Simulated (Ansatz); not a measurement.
This script makes a test of scalar relativity of CH4Ge, SMILES [CH3][GeH] with Ansatz's Python interface.

Script `x2c_ch4ge.py`:
```python
"""CH4Ge with and without the spin-free two-component Hamiltonian."""

import warnings

import ansatz as az
from ase import Atoms
import numpy as np

warnings.simplefilter("ignore", az.DeckWarning)

atoms = Atoms(["C", "Ge", "H", "H", "H", "H"], positions=[
    (-0.0717, -0.4574, -0.4196),
    (0.7359, 0.2977, 1.1597),
    (-1.2484, -0.4672, -0.2798),
    (0.349, -1.4168, -0.6455),
    (0.0919, 0.2454, -1.3117),
    (0.1854, 1.7343, 1.4506),
])
ch4ge = az.Crystal.molecule_from_ase(atoms)

job = ch4ge.calculation().functional("b3lyp").forces()
# a set contracted for a scalar-relativistic Hamiltonian goes with the relativistic run
sets = {"none": "cc-pVTZ", "scalar": "cc-pVTZ-DK"}
found = {kind: job.basis(gaussian=basis).pseudopotentials(relativity=kind).run(threads=1, pin="off").report for kind, basis in sets.items()}
for kind, each in found.items():
    dipole = 4.803205 * np.linalg.norm(each["charge_distribution"]["dipole_moment_e_ang"])
    print(f"{kind:7s} E = {each['free_energy_ev']:.4f} eV  dipole {dipole:.3f} D  largest force component {np.abs(each['forces_ev_ang']).max():.4f} eV/A")
print(f"relativity lowers the total energy by {found['none']['free_energy_ev'] - found['scalar']['free_energy_ev']:.3f} eV")
```

What does scalar relativity change in the total energy and in the dipole?

The total moves by -593.1 eV, nearly all in the cores, and the dipole from 1.37 to 1.28 D.

The run itself:

```console
$ python x2c_ch4ge.py
none    E = -57621.7916 eV  dipole 1.371 D  largest force component 2.7708 eV/A
scalar  E = -58214.8901 eV  dipole 1.277 D  largest force component 2.7835 eV/A
relativity lowers the total energy by 593.099 eV
```

Notes:
- The settings weren't tested for convergence.
- The geometry is a force-field or estimated start, not a minimum of this method. The basis set changes with the Hamiltonian (a set recontracted for scalar relativity), and most of the change in the total lies in the cores.
- b3lyp holds the VWN-RPA fit, as in Gaussian; the form of ORCA and Turbomole is b3lyp5.
- The whole script took 6.7 s on 1 thread of Arm Neoverse V2 (shared host), peak memory 0.29 GiB.
